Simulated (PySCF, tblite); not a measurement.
**C₇H₁₃BOSi: geometry, infrared bands and NMR shifts**

Aim: predict the infrared bands and NMR shifts of C₇H₁₃BOSi (`Bc1cc([SiH3])oc1CCC`).

Computed with tblite 0.8.0 and PySCF 2.14.0, with density-fitted response routines of our own, on a single molecule in the gas phase. Atoms are numbered from 0 throughout.

### Step 1. Starting geometry

23 atoms, charge 0, multiplicity 1; geometry from: force field or distance geometry start.

Bonds of the start (Å): B0–C1 1.56, C1–C2 1.39, C2–C3 1.38, C3–Si4 1.84, C3–O5 1.32, O5–C6 1.31, C6–C7 1.49, C7–C8 1.53, C8–C9 1.53, C6–C1 1.38, B0–H10 1.19, B0–H11 1.18, C2–H12 1.08, Si4–H13 1.47, Si4–H14 1.47, Si4–H15 1.47, C7–H16 1.11, C7–H17 1.12, C8–H18 1.12, C8–H19 1.11, C9–H20 1.11, C9–H21 1.11, C9–H22 1.10.

### Step 2. Optimising the geometry with GFN2-xTB

The job: settings as JSON, then the geometry in Å.

```
{"job": {"kind": "relax", "xc": "GFN2-xTB", "basis": "xTB"}, "charge": 0, "multiplicity": 1}
B     -0.177200     1.923900     1.749900
C      0.632100     0.882000     0.920500
C      1.992900     0.951100     0.646100
C      2.267300    -0.161400    -0.115000
Si     3.910200    -0.598600    -0.806900
O      1.177300    -0.887400    -0.281600
C      0.186700    -0.288700     0.332800
C     -1.211600    -0.814700     0.338100
C     -2.033100    -0.161500    -0.776100
C     -3.472700    -0.689600    -0.790700
H     -1.347800     1.777600     1.922200
H      0.345200     2.881200     2.191300
H      2.667800     1.738100     0.945200
H      4.022600    -2.057400    -0.956200
H      4.968600    -0.100400     0.081800
H      4.049400     0.036200    -2.122100
H     -1.688600    -0.629500     1.325800
H     -1.188500    -1.924200     0.171700
H     -2.065800     0.945500    -0.615700
H     -1.560100    -0.360600    -1.756800
H     -3.974700    -0.467100     0.176200
H     -3.472600    -1.782000    -0.973700
H     -4.032100    -0.185500    -1.596800
```

Launch:

```sh
OMP_NUM_THREADS=1 python probes_run.py task.json out
```

This one command runs all jobs of the session in turn.

**Question.** This job is followed by: GFN2-xTB harmonic vibrations, gas phase; GIAO PBE0/pcSseg-1 NMR shielding, non-relativistic, gas phase. Predict these results of the whole session: strongest single infrared mode (GFN2-xTB); zero-point energy (GFN2-xTB); ¹³C shifts against TMS (PBE0/pcSseg-1); ¹H shifts against TMS (PBE0/pcSseg-1, means over atoms taken as alike); ¹¹B shifts against BF3·OEt2 (PBE0/pcSseg-1); ²⁹Si shifts against TMS (PBE0/pcSseg-1); ¹⁷O shifts against H2O (PBE0/pcSseg-1).

The runs gave:

```
                                                              quantity                                             value
                             strongest single infrared mode (GFN2-xTB)                             2244 cm⁻¹, 364 km/mol
                                          zero-point energy (GFN2-xTB)                                    110.8 kcal/mol
                                ¹³C shifts against TMS (PBE0/pcSseg-1)  188.9, 150.5, 142.0, 132.4, 35.7, 33.4, 17.3 ppm
¹H shifts against TMS (PBE0/pcSseg-1, means over atoms taken as alike)            7.42, 7.08, 4.48, 3.01, 1.62, 1.19 ppm
                           ¹¹B shifts against BF3·OEt2 (PBE0/pcSseg-1)                                          63.6 ppm
                               ²⁹Si shifts against TMS (PBE0/pcSseg-1)                                         -87.4 ppm
                                ¹⁷O shifts against H2O (PBE0/pcSseg-1)                                         340.0 ppm
```

What this shows: Over 159 steps the energy fell by 0.277 eV; of the close pairs, C3–O5 changed most, 1.320 to 1.367 Å. All 63 modes are real, so the xTB geometry is a minimum. The strongest single mode, at 2244 cm⁻¹, moves mainly H15. Unscaled tight-binding wavenumbers are off by several per cent, some by more. Its intensities can rank the bands wrongly. At PBE0/pcSseg-1: Shielding is most anisotropic at O5 (span 342 ppm, paramagnetic term -407 ppm). NICS(1)zz of -23 ppm above the planar ring from C1 marks a diatropic (aromatic) ring current.
